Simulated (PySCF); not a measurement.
# I4Pd ([PdI4]2-): the cost of one run

Computed with PySCF 2.14.0 and routines of our own; the level stands in each step. Atoms count from 0.

## (1) The system as given

5 atoms, charge -2, states of the metal's open shell are computed; geometry from: model start, shaken.

## (2) Optimising the geometry at PBE0-D3(BJ)/def2-SVP

Job settings and geometry (Å):

```
{"job": {"xc": "PBE0", "basis": "def2-SVP", "d3": "d3bj", "grid": 1, "maxiter": 45, "solvent": "water", "kind": "geom"}, "charge": -2, "metal": "Pd", "open_shell": "d8"}
Pd     0.000020     0.004480    -0.004110
I      2.786640    -0.006820    -0.014870
I     -2.799100     0.020100    -0.007380
I     -0.009310     2.807350     0.005350
I      0.001580    -2.813960    -0.000440
```

Run with:

```bash
$ OMP_NUM_THREADS=1 python lf_run.py task.json out
```

One launch serves the whole session: the jobs run in the order shown.

Q: Estimate the wall time and peak memory of this first job on 1 thread of AMD EPYC 9R45, shared host.

About 91 s, with a peak of 0.9 GiB.
